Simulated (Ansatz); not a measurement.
# BrH3OSSi: the cost of one run

Program: Ansatz 0.2.0, driven from Python. Level of theory: B3LYP/def2-SVP. These are calculated values, not measurements.

### 1 The system

Bond lengths: O1–Si2 1.606 Å, Si2–S3 2.132 Å, Si2–Br4 2.130 Å, O1–H5 1.022 Å, Si2–H6 1.481 Å, S3–H7 1.350 Å. Angles: O1–Si2–S3 105.8°, O1–Si2–Br4 110.6°, O1–Si2–H6 109.2°, S3–Si2–Br4 108.6°, S3–Si2–H6 111.8°, Br4–Si2–H6 110.7°, Si2–O1–H5 115.6°, Si2–S3–H7 95.6°.

brh3ossi.xyz, read by the script:

```xyz
7

O     0.02970    1.64070   -0.30440
Si    0.11370    0.18860    0.37760
S     0.46750   -1.18330   -1.21590
Br   -1.73760   -0.31120    1.30520
H    -0.55150    1.70240   -1.14220
H     1.21470    0.17780    1.36830
H     0.52480   -2.28300   -0.43420
```

### 2 The code

Input file scan_brh3ossi.py:

```python
"""Potential curve of BrH3OSSi along one bond."""

from dataclasses import dataclass
import warnings

import ansatz as az
import numpy as np


@dataclass
class Settings:
    basis: str = "def2-SVP"
    xc: str = "b3lyp"


cfg = Settings()

warnings.simplefilter("ignore", az.DeckWarning)

system = az.Crystal.molecule_from_extxyz("brh3ossi.xyz")

symbols = [site.symbol for site in system.cartesian_sites]
start = np.array([site.position_ang for site in system.cartesian_sites])
axis = (start[4] - start[0]) / np.linalg.norm(start[4] - start[0])
moving = [4]
lengths, energies = [0.87, 0.94, 1.02, 1.12, 1.28, 1.53, 1.84, 2.25], []
for length in lengths:
    xyz = start.copy()
    xyz[moving] += (length - np.linalg.norm(start[4] - start[0])) * axis
    point = az.Crystal.molecule()
    for symbol, place in zip(symbols, xyz):
        point = point.atom(symbol, place.tolist())
    calc = point.calculation().basis(gaussian=cfg.basis).functional(cfg.xc).spin("collinear")
    rep = calc.run(threads=1).report
    energies.append(rep["free_energy_ev"])
    print(f"r = {length:6.3f} A  E = {energies[-1]:.5f} eV  <S^2> = {abs(rep['mean_field']['state']['spin_squared']):.3f}")

print("energy above the lowest point (eV):", [round(e - min(energies), 3) for e in energies])
```

### 3 Running it

On the command line:

```sh
> python scan_brh3ossi.py
```

Q: Estimate wall time and peak memory on 1 thread of Arm Neoverse V2, shared host.

About 80 s, with a peak of 0.41 GiB.
